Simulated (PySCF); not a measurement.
# C5H4FN2: the cost of one run

The runs use PySCF 2.14.0, with density-fitted response routines of our own; the level of theory stands in each step. All values are computed, except where a source is named. Atoms are numbered from 0 throughout.

## Step 1: The starting structure

12 atoms, charge -1, multiplicity 1; geometry from: GFN2-xTB.

Bonds of the start (Å): C0–C1 1.33, C1–C2 1.43, C2–C3 1.41, C3–C4 1.38, C4–F5 1.37, C4–N6 1.33, N6–N7 1.33, N7–C2 1.35, C0–H8 1.08, C0–H9 1.08, C1–H10 1.09, C3–H11 1.07.

## Step 2: J couplings: B3LYP/pcJ-1

Job settings and geometry (Å):

```
{"job": {"kind": "j", "xc": "B3LYP", "basis": "pcJ-1"}, "charge": -1, "multiplicity": 1}
C     -2.153256     0.591682    -0.017649
C     -1.313845    -0.330255    -0.493133
C      0.098289    -0.395636    -0.257808
C      0.935072     0.451362     0.497451
C      2.165539    -0.149300     0.324130
F      3.355918     0.276135     0.856430
N      2.105231    -1.235467    -0.444270
N      0.837100    -1.387490    -0.801638
H     -1.815248     1.398771     0.611882
H     -3.210306     0.574150    -0.239888
H     -1.695533    -1.126985    -1.123809
H      0.692239     1.332346     1.062276
```

With the program's defaults for keys left out, this is: B3LYP/pcJ-1 indirect spin-spin coupling, non-relativistic, gas phase.

Command:

```
$ OMP_NUM_THREADS=1 python probes_run.py task.json out
```

This one command runs all jobs of the session in turn.

Q: Estimate the wall time and peak memory of this job on 1 thread of Arm Neoverse V2, shared host.

About 52 s, with a peak of 1 GiB.
